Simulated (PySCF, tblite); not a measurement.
# Si44H62: electronic excitations

Aim: compute the electronic excitations of Si44H62.

Programs: tblite 0.8.0 and PySCF 2.14.0, with routines of our own; each step states its level. All values are computed. Atoms count from 0.

## 1. The starting structure

106 atoms, charge 0, multiplicity 1; geometry from: force field, distance geometry or constructed start.

## 2. Optimising the geometry with GFN2-xTB

Job settings and geometry (Å):

```
{"job": {"kind": "relax", "xc": "GFN2-xTB", "basis": "xTB"}, "charge": 0, "multiplicity": 1}
Si    -3.852600     1.111800    -0.376600
Si    -5.789400     2.229700     0.368100
Si    -7.709700     1.111300    -0.374000
Si    -7.715600    -1.109200     0.368800
Si    -5.787200    -2.228300    -0.371600
Si    -3.860800    -1.114100     0.372400
Si     9.643800    -2.225400    -0.378300
Si     7.718300    -1.110900     0.376500
Si     5.788900    -2.229200    -0.375400
Si     5.783400    -4.455000     0.376600
Si     7.712800    -5.569000    -0.377100
Si     9.641200    -4.456200     0.375000
Si     1.925300     4.454900    -0.370000
Si     0.002200     5.567200     0.372300
Si    -1.930900     4.459300    -0.374800
Si    -1.930600     2.227700     0.381300
Si     0.000400     1.115500    -0.374100
Si     1.927600     2.223700     0.374000
Si     3.856900     1.115400    -0.372500
Si     0.002800    -1.112700     0.377700
Si     1.926400    -2.223300    -0.373500
Si     3.856600    -1.112100     0.374800
Si    -9.640300    -2.222500    -0.368400
Si    -9.647900    -4.458500     0.373500
Si    -7.714400    -5.565200    -0.374100
Si    -5.792300    -4.455100     0.377500
Si     7.715600     1.115900    -0.375700
Si     5.785600     2.227700     0.376200
Si    -1.928100    -2.226700    -0.377000
Si    -1.927600    -4.453800     0.378400
Si     0.003600    -5.567200    -0.376100
Si     1.926800    -4.452900     0.375200
Si     3.856500    -5.567700    -0.376900
Si    -3.855400     5.566500     0.378700
Si    -5.785000     4.456000    -0.378300
Si     5.786700     4.456400    -0.377900
Si     3.856700     5.567900     0.370900
Si    -3.856600    -5.565300    -0.377600
Si     9.644800     4.450300    -0.375100
Si     7.710100     5.571200     0.376200
Si     9.643600     2.224800     0.378800
Si    -7.709000     5.562200     0.378700
Si    -9.638800     4.455200    -0.378600
Si    -9.641100     2.226600     0.373200
H     -3.861200     1.115300    -1.812600
H     -5.788100     2.228700     1.811600
H     -7.712500     1.113700    -1.815600
H     -7.715200    -1.111000     1.817300
H     -5.784600    -2.226700    -1.814800
H     -3.855600    -1.112900     1.817000
H      9.642800    -2.234400    -1.811900
H     10.826900    -1.546500     0.101700
H      7.714500    -1.114000     1.815100
H      5.782800    -2.228700    -1.818000
H      5.786900    -4.455100     1.816500
H      7.714400    -5.564800    -1.814400
H      7.721500    -6.932200     0.100100
H      9.646400    -4.446600     1.814300
H     10.820400    -5.134300    -0.098000
H      1.927800     4.456200    -1.816000
H     -0.003800     5.568700     1.816500
H      0.003900     6.926200    -0.103900
H     -1.927000     4.454900    -1.814200
H     -1.928900     2.230600     1.816100
H      0.005700     1.116900    -1.813000
H      1.923800     2.228900     1.816300
H      3.859900     1.116700    -1.816200
H      0.002500    -1.115300     1.820900
H      1.924700    -2.232400    -1.820000
H      3.854800    -1.117000     1.820900
H     -9.644700    -2.231100    -1.811700
H    -10.822100    -1.551500     0.104600
H     -9.641800    -4.455500     1.819200
H    -10.819900    -5.128700    -0.100500
H     -7.710200    -5.567500    -1.818700
H     -7.707600    -6.928100     0.101400
H     -5.788300    -4.454800     1.815700
H      7.715500     1.115600    -1.809600
H      5.785800     2.223400     1.811500
H     -1.930700    -2.232100    -1.812500
H     -1.930200    -4.455100     1.815000
H     -0.004200    -5.570400    -1.813000
H      0.001900    -6.927800     0.107400
H      1.924800    -4.455200     1.814300
H      3.849100    -5.562000    -1.813900
H      3.854400    -6.920300     0.103800
H     -3.856200     5.566000     1.815300
H     -3.862100     6.928900    -0.103100
H     -5.785800     4.457800    -1.814100
H      5.787000     4.455000    -1.817200
H      3.860000     5.572400     1.817300
H      3.860200     6.923900    -0.104600
H     -3.861800    -5.564100    -1.815800
H     -3.853300    -6.928800     0.100700
H      9.644000     4.457000    -1.814800
H     10.820900     5.133600     0.102500
H      7.711600     5.568000     1.814400
H      7.714700     6.928000    -0.104000
H      9.643400     2.226200     1.816300
H     10.822700     1.544900    -0.100200
H     -7.708700     5.563400     1.812500
H     -7.717500     6.925700    -0.097100
H     -9.643700     4.452100    -1.813100
H    -10.822100     5.137000     0.102900
H     -9.639500     2.225100     1.824100
H    -10.817800     1.549800    -0.102200
```

Command:

```bash
> OMP_NUM_THREADS=8 python large_run.py task.json out
```

The driver reads the jobs from task.json and runs them one after another.

Log:

```text
step      E/eV     max force
  0   -2911.75124    1.511
  1   -2912.75861    0.746
  2   -2913.09042    0.240
  3   -2913.13909    0.222
  4   -2913.23585    0.266
  5   -2913.33029    0.299
  6   -2913.40422    0.219
  7   -2913.44075    0.196
  8   -2913.46983    0.185
  9   -2913.51155    0.256
 10   -2913.56889    0.316
 11   -2913.62341    0.266
 12   -2913.65678    0.177
 13   -2913.67893    0.119
 14   -2913.69800    0.158
 15   -2913.71647    0.171
 16   -2913.73383    0.122
 17   -2913.74772    0.139
 18   -2913.75973    0.125
 19   -2913.77519    0.190
 20   -2913.79702    0.218
 21   -2913.82188    0.224
 22   -2913.84462    0.167
 23   -2913.86300    0.150
 24   -2913.87733    0.134
 25   -2913.88981    0.131
 26   -2913.89977    0.131
 27   -2913.90660    0.115
 28   -2913.91203    0.093
 29   -2913.91664    0.074
 30   -2913.91992    0.075
 31   -2913.92212    0.070
 32   -2913.92394    0.057
 33   -2913.92583    0.059
 34   -2913.92794    0.062
 35   -2913.93020    0.071
 36   -2913.93263    0.081
 37   -2913.93530    0.085
 38   -2913.93793    0.078
 39   -2913.94002    0.050
 40   -2913.94154    0.048
 41   -2913.94286    0.046
 42   -2913.94433    0.056
 43   -2913.94606    0.073
 44   -2913.94790    0.068
 45   -2913.94969    0.059
 46   -2913.95145    0.061
 47   -2913.95332    0.053
 48   -2913.95536    0.060
 49   -2913.95749    0.067
 50   -2913.95941    0.057
 51   -2913.96088    0.041
 52   -2913.96192    0.037
 53   -2913.96274    0.038
 54   -2913.96350    0.034
 55   -2913.96427    0.028
 56   -2913.96502    0.029
 57   -2913.96569    0.028
 58   -2913.96625    0.032
 59   -2913.96673    0.031
 60   -2913.96714    0.023
 61   -2913.96746    0.020
```

Wall time 2.2 min (8 threads of Intel Xeon Platinum 8488C, shared host); peak memory 0.14 GiB.

The steps of the relaxation:

```tsv
step	energy from step 0 (eV)	largest force (eV/Å)
0	0.0000	1.5105
1	-1.0074	0.7457
2	-1.3392	0.2397
3	-1.3879	0.2220
4	-1.4846	0.2660
5	-1.5790	0.2997
6	-1.6530	0.2194
7	-1.6895	0.1964
8	-1.7186	0.1852
12	-1.9055	0.1771
16	-1.9826	0.1228
21	-2.0706	0.2240
25	-2.1386	0.1310
30	-2.1687	0.0754
34	-2.1767	0.0627
39	-2.1888	0.0492
43	-2.1948	0.0727
48	-2.2041	0.0597
52	-2.2107	0.0373
57	-2.2144	0.0286
58	-2.2150	0.0316
59	-2.2155	0.0310
60	-2.2159	0.0227
61	-2.2162	0.0197
```

Distances of close pairs at the start and the end, largest changes first:

```tsv
bond	before (Å)	after (Å)	change (Å)
Si15–H63	1.435	1.493	+0.058
Si28–H79	1.436	1.493	+0.057
Si27–H78	1.435	1.491	+0.056
Si0–H44	1.436	1.492	+0.056
Si26–H77	1.434	1.489	+0.055
Si16–H64	1.439	1.492	+0.053
Si34–H88	1.436	1.488	+0.052
Si29–H80	1.437	1.488	+0.051
```

The end geometry stands in the next job.

## 3. Electronic excitations: TDDFT PBE/def2-SVP

Job settings and geometry (Å):

```
{"job": {"kind": "uv", "basis": "def2-SVP", "grid": 1, "kgrid": 0, "vcut": null, "nstates": 6, "ntriplets": 2, "tda": false, "delta": ["ip_vertical"], "pop": true, "xc": "PBE"}, "charge": 0, "multiplicity": 1}
Si    -3.978435     1.143532    -0.285286
Si    -5.950205     2.296456     0.281731
Si    -7.926107     1.140423    -0.274677
Si    -7.926449    -1.140212     0.275129
Si    -5.950087    -2.295687    -0.281457
Si    -3.978567    -1.143357     0.285181
Si     9.843747    -2.332165    -0.332747
Si     7.926476    -1.140416     0.274486
Si     5.950317    -2.296534    -0.281462
Si     5.985846    -4.592682     0.261586
Si     7.981016    -5.660732    -0.340221
Si     9.894257    -4.545062     0.371812
Si     1.998524     4.575710    -0.281540
Si     0.000314     5.626775     0.328641
Si    -1.997719     4.576742    -0.281563
Si    -1.988142     2.279905     0.257677
Si     0.000702     1.142238    -0.289243
Si     1.988352     2.280020     0.258729
Si     3.978253     1.144464    -0.284366
Si     0.000519    -1.141889     0.291483
Si     1.987817    -2.279866    -0.256583
Si     3.978312    -1.143671     0.285167
Si    -9.844312    -2.332003    -0.330421
Si    -9.893800    -4.545711     0.372397
Si    -7.980633    -5.660538    -0.340118
Si    -5.985615    -4.591928     0.261905
Si     7.926677     1.140473    -0.274315
Si     5.950407     2.296076     0.282474
Si    -1.988041    -2.279731    -0.256368
Si    -1.998045    -4.575852     0.283122
Si    -0.000031    -5.626435    -0.326736
Si     1.998279    -4.575709     0.283317
Si     3.986558    -5.636212    -0.341761
Si    -3.986448     5.636812     0.341446
Si    -5.985613     4.593396    -0.262054
Si     5.986481     4.591940    -0.261904
Si     3.987640     5.637239     0.340440
Si    -3.986476    -5.636148    -0.341671
Si     9.895080     4.545510    -0.370125
Si     7.981304     5.661288     0.339855
Si     9.843814     2.331642     0.333527
Si    -7.980580     5.661090     0.341192
Si    -9.894244     4.546013    -0.369858
Si    -9.843441     2.331938     0.332759
H     -3.990847     1.133347    -1.776788
H     -5.936631     2.283023     1.772756
H     -7.910006     1.150499    -1.763942
H     -7.909008    -1.149859     1.764533
H     -5.936861    -2.282394    -1.772349
H     -3.991498    -1.132189     1.776696
H      9.892126    -2.316652    -1.806845
H     11.060450    -1.599137     0.051129
H      7.909495    -1.150828     1.763926
H      5.935921    -2.281770    -1.772433
H      5.991495    -4.575410     1.749148
H      8.001926    -5.741368    -1.812951
H      7.968160    -7.076373     0.066236
H      9.919636    -4.569483     1.845651
H     11.137902    -5.248912     0.013569
H      2.004798     4.572271    -1.769970
H     -0.000109     5.718082     1.801507
H      0.000452     7.042854    -0.085435
H     -2.004750     4.572156    -1.769668
H     -1.987475     2.261171     1.750496
H     -0.000022     1.123138    -1.781173
H      1.986822     2.261865     1.751246
H      3.991010     1.133374    -1.775996
H      0.000046    -1.123379     1.783441
H      1.986519    -2.260854    -1.749153
H      3.991393    -1.133265     1.776822
H     -9.894427    -2.315188    -1.804527
H    -11.060539    -1.598980     0.055889
H     -9.919754    -4.571493     1.846033
H    -11.137533    -5.248553     0.012751
H     -8.001397    -5.740693    -1.812863
H     -7.967340    -7.076267     0.066178
H     -5.991099    -4.576063     1.749557
H      7.909770     1.151736    -1.763541
H      5.936961     2.283428     1.773437
H     -1.986354    -2.261042    -1.749143
H     -2.005741    -4.571830     1.771181
H     -0.000320    -5.719396    -1.799553
H      0.000343    -7.042156     0.088260
H      2.005913    -4.571871     1.771606
H      3.984845    -5.726518    -1.814136
H      3.986827    -7.051242     0.074192
H     -3.985109     5.726977     1.813791
H     -3.986853     7.051710    -0.074520
H     -5.991899     4.577039    -1.749705
H      5.992297     4.575752    -1.749608
H      3.986000     5.728404     1.812780
H      3.986952     7.051935    -0.077089
H     -3.984636    -5.724802    -1.814197
H     -3.985668    -7.051352     0.073690
H      9.922112     4.570536    -1.844018
H     11.138697     5.248679    -0.009884
H      8.001278     5.742236     1.812463
H      7.968663     7.076720    -0.067476
H      9.892585     2.315923     1.807731
H     11.060509     1.598365    -0.050727
H     -8.000855     5.740132     1.813929
H     -7.967913     7.077054    -0.063856
H     -9.920484     4.571193    -1.843709
H    -11.137728     5.249558    -0.010405
H     -9.892425     2.315808     1.806880
H    -11.060508     1.599241    -0.051762
```

Method: TDDFT PBE/def2-SVP, vertical, gas phase, core orbitals frozen in the response.

Log:

```text
start: PBE on a coarse grid of 103986 points
cycle   1  E = -12762.5994597957  dE =  1.630e+00  |g| = 5.359e-01  |ddm| = 1.061e+01
cycle   2  E = -12762.6544168168  dE = -5.496e-02  |g| = 3.225e-01  |ddm| = 1.140e+00
cycle   3  E = -12762.6844535844  dE = -3.004e-02  |g| = 1.825e-01  |ddm| = 7.961e-01
cycle   4  E = -12762.6986779810  dE = -1.422e-02  |g| = 4.064e-02  |ddm| = 4.001e-01
cycle   5  E = -12762.6993316082  dE = -6.536e-04  |g| = 1.426e-02  |ddm| = 9.765e-02
cycle   6  E = -12762.6994041876  dE = -7.258e-05  |g| = 6.447e-03  |ddm| = 3.693e-02
final grid: 399579 points
cycle   7  E = -12764.7644009195  dE =  1.217e-05  |g| = 1.648e-02  |ddm| = 1.110e-01
cycle   8  E = -12764.7637723201  dE =  6.286e-04  |g| = 4.088e-02  |ddm| = 1.119e-01
cycle   9  E = -12764.7645227533  dE = -7.504e-04  |g| = 2.809e-03  |ddm| = 8.221e-02
cycle  10  E = -12764.7645183935  dE =  4.360e-06  |g| = 6.315e-04  |ddm| = 6.328e-03
cycle  11  E = -12764.7645272648  dE = -8.871e-06  |g| = 1.691e-04  |ddm| = 1.541e-03
cycle  12  E = -12764.7645204281  dE =  6.837e-06  |g| = 5.977e-05  |ddm| = 4.240e-04
converged SCF energy = -12764.7645204281
Vertical ionisation energy (delta-SCF) = 7.0354 eV   <S^2> = 0.751

Static polarisability (au): isotropic 1654.776, principal 741.496 1787.279 2435.554

Singlet excitations
state   eV       nm        f      main configurations
  1   3.2415    382.5   0.00000   H->L 1.00
  2   3.3307    372.2   0.04899   H->L+1 0.98
  3   3.3565    369.4   0.00000   H-1->L 1.00
  4   3.4501    359.4   0.02220   H-1->L+1 0.98
  5   3.4701    357.3   0.01470   H-2->L 0.99
  6   3.4938    354.9   0.36603   H->L+2 0.94

Triplet excitations (Tamm-Dancoff, eV): 3.1685 3.2817
```

Wall time 85 s (8 threads of Intel Xeon Platinum 8488C, shared host); peak memory 4.6 GiB.

Frontier orbitals and where they lie:

```tsv
orbital	eV	atoms
HOMO−4	-6.50	Si18 4 %, Si5 4 %
HOMO−3	-6.50	Si8 5 %, Si1 5 %, Si7 4 %
HOMO−2	-6.24	Si0 4 %, Si5 4 %, Si21 4 %
HOMO−1	-6.12	Si19 7 %, Si16 7 %, Si14 5 %
HOMO	-6.01	Si28 5 %, Si20 5 %, Si15 5 %
LUMO	-2.79	Si16 4 %
LUMO+1	-2.70	Si30 6 %, Si13 6 %, Si31 6 %
LUMO+2	-2.59	Si15 5 %, Si17 5 %, Si28 5 %
LUMO+3	-2.50	Si15 5 %, Si28 5 %, Si20 5 %
```

With each of the 6 states as a Gaussian band of 0.4 eV half-width at 1/e, the curve within the window shown has maxima at 357 nm (ε 18,000) L/(mol cm). Beyond the last state computed it falls off for lack of states. The curve at chosen wavelengths:

```tsv
nm	ε (L/mol/cm)
327	9702
333	12304
338	14292
344	16231
350	17502
355	17979
361	17856
367	17061
372	15991
378	14371
384	12548
389	10986
395	9166
401	7486
407	5998
412	4921
418	3826
424	2934
429	2329
435	1747
441	1297
446	1006
452	735
458	534
463	407
469	292
```

Ground-state properties from the same run:

```tsv
property	computed
dipole moment (D)	0.01
polarisability (Å³)	245.21
HOMO–LUMO gap (eV)	3.22
−ε(HOMO) (eV)	6.01
```

## 4. Summary of results

| quantity | value |
| --- | --- |
| lowest singlet (PBE/def2-SVP) | 3.24 eV (382 nm), f = 0.000 |
| brightest single state of those computed | state 6, 3.49 eV, f = 0.366 |
| lowest triplet | 3.17 eV |

In words: The lowest singlet, at 3.24 eV, is HOMO→LUMO 1.00 and is dark; of the 6 states computed, the strongest absorption comes from state 6 at 3.49 eV (the last computed, so partners may be missing). The lowest triplet lies 0.07 eV below the lowest singlet (triplets in Tamm-Dancoff, singlets in full TDDFT).
